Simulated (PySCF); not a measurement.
# What single edits do to a PySCF run on ZnBr

Aim: run a base script for ZnBr, then edit it and compare.

Computed with PySCF 2.14.0. Level: each script names its method and basis.

2 further runs of the same task are left out: 2 that didn't finish.

**1. The starting structure**

ZnBr: 2 atoms, charge 0, spin multiplicity 2.

Bond lengths: Zn1–Br2 2.144 Å.

**2. The run that the others are compared with**

input.py

```python
from pyscf import gto, scf, mp

mol = gto.M(
    atom='Zn 0 0 0; Br 0 0 2.144',
    basis='6-31g',
    charge=0,
    spin=1,
    symmetry=True,
    verbose=4,
)
mf = scf.UHF(mol)
mf.kernel()
mp.MP2(mf, frozen=14).kernel()
mf.dip_moment()
print('orbital energies (hartree):', [e[max(0, n-3):n+3].round(4) for e, n in zip(mf.mo_energy, mol.nelec)])
```

Run with:

```console
python input.py
```

Its log is not repeated here.

In short: E(SCF) = -4349.565589 Eh, 11 cycles, E(MP2) − E(SCF) = -0.39472 Eh, ⟨S²⟩ = 0.753, μ = 3.07 D (of the SCF density).

The bond length is a typed value, not an optimised one.

**3. Point-group symmetry off**

Variant 1 changes point-group symmetry: on → off.

input.py

```python
from pyscf import gto, scf, mp

mol = gto.M(
    atom='Zn 0 0 0; Br 0 0 2.144',
    basis='6-31g',
    charge=0,
    spin=1,
    verbose=4,
)
mf = scf.UHF(mol)
mf.kernel()
mp.MP2(mf, frozen=14).kernel()
mf.dip_moment()
print('orbital energies (hartree):', [e[max(0, n-3):n+3].round(4) for e, n in zip(mf.mo_energy, mol.nelec)])
```

Run with:

```console
python input.py
```

**Question.** What will these runs give? Wanted: for each run, E(SCF); from base; gap, α spin; SCF dipole; after the SCF.

**Answer**, as computed:

```
                     run  E(SCF) (hartree)  from base (eV)  cycles  gap, α spin (eV)  SCF dipole (D)                            after the SCF
                    base      -4349.565589               0      11              9.46            3.07  MP2 correlation -10.741 eV, core frozen
point-group symmetry off      -4349.565589          0.0000      11              9.46            3.07  MP2 correlation -10.741 eV, core frozen
```

Distance from each run's final energy (log10 hartree) by cycle:

```
                     run  cycle 1  cycle 2  cycle 3  cycle 5  cycle 8  cycle 12
                    base     -1.5     -2.2     -2.7     -4.3     -7.0      done
point-group symmetry off     -1.5     -2.2     -2.7     -4.3     -7.0      done
```

What this shows: No change of the SCF energy comes from point-group symmetry off.
